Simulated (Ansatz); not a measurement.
# C8H8O: vertical ionisation energy

How much energy removes an electron from C8H8O at fixed geometry? The cation is run at each level and the neutral's energy taken from earlier runs.

Program: Ansatz 0.2.0, Gaussian basis. Level of theory: unrestricted cation, the program's frozen cores in correlated methods. These are calculated values, not measurements.

The runs, in order: UKS PBE-D4/def2-TZVPP; UKS r2SCAN-D4/def2-TZVPP; UKS PBE0-D4/def2-TZVPP; UKS B3LYP-D4/def2-TZVPP; UKS wB97X-V/def2-TZVPP; UKS wB97M-V/def2-TZVPP; UKS B2PLYP/def2-TZVPP; UHF-CCSD(T)/def2-TZVPP; UHF-MP2/def2-QZVPP; extrapolation to the limit; then −ε(HOMO) from the neutral's earlier runs with LDA (SPW92), PBE-D4, revPBE-D4, BLYP-D4, r2SCAN-D4, B97M-V, PBE0-D4, B3LYP-D4, r2SCANh-D4, r2SCAN0-D4, HSE06-D4, BHLYP-D4, CAM-B3LYP-D4, LC-ωPBE, ωB97X-V, ωB97M-V.

## Step 1: The geometry

All runs share one geometry, relaxed beforehand with PBE0-D4 in a triple-zeta def2 set.

SMILES `c1ccc2c(c1)COC2`, 17 atoms, charge 0, spin multiplicity 1.

Atoms are counted from 1 here; the program's logs count them from 0.

Bond lengths: C1–C2 1.390 Å, C1–C6 1.389 Å, C1–H10 1.084 Å, C2–C3 1.389 Å, C2–H11 1.084 Å, C3–C4 1.383 Å, C3–H12 1.085 Å, C4–C5 1.385 Å, C4–C9 1.495 Å, C5–C6 1.383 Å, C5–C7 1.495 Å, C6–H13 1.085 Å, C7–O8 1.418 Å, C7–H14 1.100 Å, C7–H15 1.095 Å, O8–C9 1.418 Å, C9–H16 1.100 Å, C9–H17 1.095 Å. Angles: C2–C1–C6 120.6°, C2–C1–H10 119.7°, C6–C1–H10 119.8°, C1–C2–C3 120.6°, C1–C2–H11 119.7°, C3–C2–H11 119.8°, C2–C3–C4 118.6°, C2–C3–H12 120.3°, C4–C3–H12 121.1°, C3–C4–C5 120.8°, C3–C4–C9 130.7°, C5–C4–C9 108.5°, C4–C5–C6 120.8°, C4–C5–C7 108.5°, C6–C5–C7 130.7°, C1–C6–C5 118.6°, C1–C6–H13 120.3°, C5–C6–H13 121.1° and more.

## Step 2: Cation, UKS PBE-D4/def2-TZVPP

The input, in.yaml:

```yaml
crystal:
  periodic: [false, false, false]
  atoms:
    - {symbol: C, position_ang: [1.728000, 0.631831, -1.258557]}
    - {symbol: C, position_ang: [2.200175, -0.229371, -0.275275]}
    - {symbol: C, position_ang: [1.330768, -0.784863, 0.654469]}
    - {symbol: C, position_ang: [-0.013155, -0.466077, 0.577074]}
    - {symbol: C, position_ang: [-0.483817, 0.392243, -0.403092]}
    - {symbol: C, position_ang: [0.378392, 0.951949, -1.328872]}
    - {symbol: C, position_ang: [-1.958437, 0.557076, -0.220768]}
    - {symbol: O, position_ang: [-2.318729, -0.383654, 0.777464]}
    - {symbol: C, position_ang: [-1.165572, -0.888782, 1.430403]}
    - {symbol: H, position_ang: [2.419352, 1.054769, -1.978298]}
    - {symbol: H, position_ang: [3.256066, -0.471051, -0.235810]}
    - {symbol: H, position_ang: [1.703614, -1.456355, 1.420402]}
    - {symbol: H, position_ang: [0.014075, 1.624175, -2.098259]}
    - {symbol: H, position_ang: [-2.212863, 1.577198, 0.103305]}
    - {symbol: H, position_ang: [-2.530913, 0.342268, -1.129464]}
    - {symbol: H, position_ang: [-1.087564, -0.474881, 2.446770]}
    - {symbol: H, position_ang: [-1.259403, -1.976457, 1.518508]}
basis:
  gaussian: {orbitals: def2-TZVPP}
total_charge: 1
magnetization: {spin_polarized: true, initial_magnetization: 1}
hamiltonian: {xc: pbe, dispersion: d4}
```

On the command line:

```console
ansatz run in.yaml --threads 2 --pin off --events-out ev --progress --plain --max-ram 32768MiB --backend cuda --devices 0, --max-vram 18GiB
```

The runs that follow: Cation, UKS r2SCAN-D4/def2-TZVPP; Cation, UKS PBE0-D4/def2-TZVPP; Cation, UKS B3LYP-D4/def2-TZVPP; Cation, UKS wB97X-V/def2-TZVPP; Cation, UKS wB97M-V/def2-TZVPP; Cation, UKS B2PLYP (frozen core)/def2-TZVPP; Cation, UHF-CCSD(T)/def2-TZVPP; Cation, UHF-MP2/def2-QZVPP.

**Question.** What will the summary of the whole plan be? Wanted: ionisation energy, CCSD(T)/CBS; nearest functional by difference; nearest −ε(HOMO); −ε(HOMO) of PBE; T1 of the cation.

**Answer**, as computed:

| quantity | value |
| --- | --- |
| ionisation energy, CCSD(T)/CBS | 9.04 eV |
| nearest functional by difference | ωB97X-V (-0.25 eV) |
| nearest −ε(HOMO) | ωB97X-V (-0.05 eV) |
| −ε(HOMO) of PBE | 5.51 eV |
| T1 of the cation | 0.031 |

**Reading.** By cation minus neutral, the functionals miss by 0.77 eV at most. −ε(HOMO) of PBE misses by 3.5 eV, since self-interaction lifts the level. Among orbital estimates ωB97X-V comes nearest. Hartree-Fock falls 1.43 eV short, as the neutral has more correlation energy than the cation. The cation's T1 (from the report) is 0.031, near the customary mark of 0.045 for open shells, so the coupled-cluster value is less safe.
